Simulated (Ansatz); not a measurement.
# BBrClH3: the cost of one run

Program: Ansatz 0.2.0. Level of theory: RKS PBE-D4/def2-SVP. These are calculated values, not measurements.

### 1 Starting point

Bond lengths: B1–Cl2 2.210 Å, B1–H3 1.190 Å, B1–H4 1.190 Å, B1–Br5 2.340 Å, Cl2–H6 1.335 Å, Br5–H6 1.477 Å. Angles: B1–Cl2–H6 76.2°, Cl2–B1–H3 120.0°, Cl2–B1–H4 120.0°, Cl2–B1–Br5 71.6°, H3–B1–H4 120.0°, H3–B1–Br5 97.0°, H4–B1–Br5 101.2°, B1–Br5–H6 69.7°, Cl2–H6–Br5 142.6°.

As a file:

```xyz
6

B     0.0000    0.0000    0.0000
Cl    0.0000    0.0000    2.2100
H     1.0305    0.0000   -0.5950
H    -1.0305    0.0000   -0.5950
Br    0.0978   -2.2185    0.7379
H     0.0571   -1.2951    1.8904
```

### 2 Pulling towards end A

Springs on the bonds that form and break draw the guess towards this end; the thresholds are loose.

Input file input.yaml:

```yaml
crystal:
  periodic: [false, false, false]
  atoms:
    - { symbol: B, position_ang: [0.0, 0.0, 0.0] }
    - { symbol: Cl, position_ang: [0.0, 0.0, 2.21] }
    - { symbol: H, position_ang: [1.0305, 0.0, -0.595] }
    - { symbol: H, position_ang: [-1.0305, 0.0, -0.595] }
    - { symbol: Br, position_ang: [0.0978, -2.2185, 0.7379] }
    - { symbol: H, position_ang: [0.0571, -1.2951, 1.8904] }
basis:
  gaussian: { orbitals: def2-SVP }
hamiltonian:
  xc: pbe
  dispersion: d4
relax:
  f_tol: 0.15
  max_steps: 25
  restrain:
    - { distance: [0, 4], at: 3.24, k: 30.0 }
    - { distance: [5, 1], at: 2.57, k: 30.0 }
    - { distance: [0, 1], at: 1.86, k: 30.0 }
    - { distance: [5, 4], at: 1.55, k: 30.0 }
output:
  orbitals: {}
```

Started as:

```
$ ansatz run input.yaml --threads 1 --pin off --max-ram 2048MiB --backend cpu --events-out ev --progress --plain --runs-dir out
```

Q: Estimate wall time and peak memory on 1 thread of Arm Neoverse V1, shared host.

About 18 s, with a peak of 0.14 GiB.
